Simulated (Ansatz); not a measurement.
Runs of Ansatz 0.2.0 on Pt. The cell holds a sheet with vacuum, 1 atom: a = 2.523 Å, b = 2.523 Å, c = 23.800 Å, α = 90.00°, β = 90.00°, γ = 90.00°. The cell was built by a generator and needn't be a form met in nature.

| task | level | cutoff (eV) | basis error allowed | gap on the mesh (eV) | work function (eV) |
| --- | --- | --- | --- | --- | --- |
| work function | LDA | 314 | 0.002 eV/atom | none | 6.63 |
| work function | PBEsol | 314 | 0.002 eV/atom | none | (a) |
| work function | PBE | 314 | 0.002 eV/atom | none | 6.26 |
| single point | PBE | 338 | 0.001 eV/atom | none | - |
| projected density of states | PBE | 314 | 0.002 eV/atom | - | 6.26 |

Alike in all rows: potentials or basis all-electron LAPW, scalar-relativistic; no spin polarisation; cell as given; k mesh 10 × 10 × 1; smearing fermi-dirac 0.05 eV.

**Question.** Fill in the values left out.

**Answer.** (a) 6.39.

Caveats: spin-orbit coupling is left out, which moves the levels of the heavy elements (some runs).

A k mesh can miss the band edges, and the runs leave out spin-orbit coupling on Pt.

A gap of «none» marks a metal or a gap under the smearing width.

The runs don't all hold the same shells in valence.
